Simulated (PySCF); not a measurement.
# C7H9NSe: the cost of one run

Computed with PySCF 2.14.0, with density-fitted response routines of our own, on a single molecule, in the gas phase or a continuum. Atoms count from 0, in the outputs and in this text.

### 1 Starting geometry

18 atoms, charge 0, multiplicity 1; geometry from: GFN2-xTB. The atoms were then displaced at random by about 0.01 Å, so the start is not that level's minimum.

Bonds of the start (Å): C0–C1 1.51, C1–C2 1.33, C2–C3 1.50, C2–C4 1.47, C4–C5 1.38, C5–Se6 1.86, Se6–C7 1.88, C7–N8 1.29, N8–C4 1.36, C0–H9 1.08, C0–H10 1.06, C0–H11 1.09, C1–H12 1.11, C3–H13 1.07, C3–H14 1.12, C3–H15 1.07, C5–H16 1.08, C7–H17 1.07.

### 2 Geometry optimisation at PBE0-D3(BJ)/def2-SVP

What the job is given:

```
{"job": {"xc": "PBE0", "basis": "def2-SVP", "d3": "d3bj", "grid": 1, "shake": 0.01, "kind": "geom"}, "charge": 0, "multiplicity": 1}
C     -1.659310    -1.529770     0.673580
C     -1.629920    -0.105760     0.165790
C     -0.552790     0.595630    -0.174240
C     -0.622120     2.019050    -0.652430
C      0.817410     0.056380    -0.100920
C      1.951660     0.790160    -0.378430
Se     3.502280    -0.225890    -0.175750
C      2.280080    -1.571430     0.294190
N      1.039490    -1.225950     0.295740
H     -1.085310    -1.615630     1.583060
H     -1.272470    -2.194170    -0.056620
H     -2.700160    -1.791130     0.890490
H     -2.608620     0.407130     0.059560
H     -0.152930     2.699840     0.032420
H     -1.704070     2.302920    -0.697400
H     -0.219650     2.137940    -1.634000
H      2.010730     1.824270    -0.683500
H      2.578170    -2.561600     0.572720
```

The run is started by

```console
> OMP_NUM_THREADS=1 python probes_run.py task.json out
```

This one command runs all jobs of the session in turn.

Q: Estimate the wall time and peak memory of this first job on 1 thread of Arm Neoverse V1, shared host.

About 3.6 min, with a peak of 0.86 GiB.
